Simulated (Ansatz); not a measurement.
# YBi2Br: the cost of one run

Computed with Ansatz 0.2.0 (DFT PBE, scalar-relativistic, plane waves, PAW, unless a step's input says otherwise).

### Step 1. The structure to begin with

Symmetry: P4/mmm, No. 123, tetragonal system. The conventional cell has a = 6.183 Å, b = 6.183 Å, c = 6.535 Å, α = 90.00°, β = 90.00°, γ = 90.00°. Y (site symmetry 4/mmm) has 2 Br at 3.27 Å as nearest neighbours. Bi (site symmetry mmm) has 2 Br at 3.09 Å as nearest neighbours. Around Br (site symmetry 4/mmm) lie 4 Bi at 3.09 Å and 2 Y at 3.27 Å.

Coordinates:

```cif
data_structure
_symmetry_space_group_name_H-M 'P4/mmm'
_symmetry_Int_Tables_number 123
_cell_length_a 6.1832
_cell_length_b 6.1832
_cell_length_c 6.5348
_cell_angle_alpha 90.000
_cell_angle_beta 90.000
_cell_angle_gamma 90.000
_cell_volume 249.84
loop_
_atom_site_label
_atom_site_type_symbol
_atom_site_symmetry_multiplicity
_atom_site_Wyckoff_symbol
_atom_site_fract_x
_atom_site_fract_y
_atom_site_fract_z
_atom_site_occupancy
Y1 Y 1 b 0.00000 0.00000 0.50000 1
Bi1 Bi 2 f 0.00000 0.50000 0.00000 1
Br1 Br 1 a 0.00000 0.00000 0.00000 1
```

The cell is invented: random cell by space group and Wyckoff sites (P4/mmm, No. 123). The dimensions are guesses.

### Step 2. A first look at the guess

File input.yaml:

```yaml
crystal:
  lattice:
    - [6.18319267, 0.0, 0.0]
    - [0.0, 6.18319267, 0.0]
    - [0.0, 0.0, 6.53484307]
  atoms:
    - { symbol: "Y", position: [0.0, 0.0, 0.5] }
    - { symbol: Bi, position: [0.0, 0.5, 0.0] }
    - { symbol: Bi, position: [0.5, 0.0, 0.0] }
    - { symbol: Br, position: [0.0, 0.0, 0.0] }
basis:
  ecutwfc: 420
kpoints:
  mp_grid: { grid: [4, 4, 4] }
hamiltonian:
  xc: pbe
scf:
  occupations: { method: gaussian, width: 0.1 }
  lower_state_search: "off"
output:
  forces: true
  stress: true
  eigenvalues: true
```

Command:

```sh
$ ansatz run input.yaml --threads 1 --pin off --max-ram 2560MiB --backend cpu --events-out ev --progress --plain --runs-dir out
```

What time and memory should one allow on 1 thread of Arm Neoverse V1, shared host?

About 7.6 s, with a peak of 0.51 GiB.
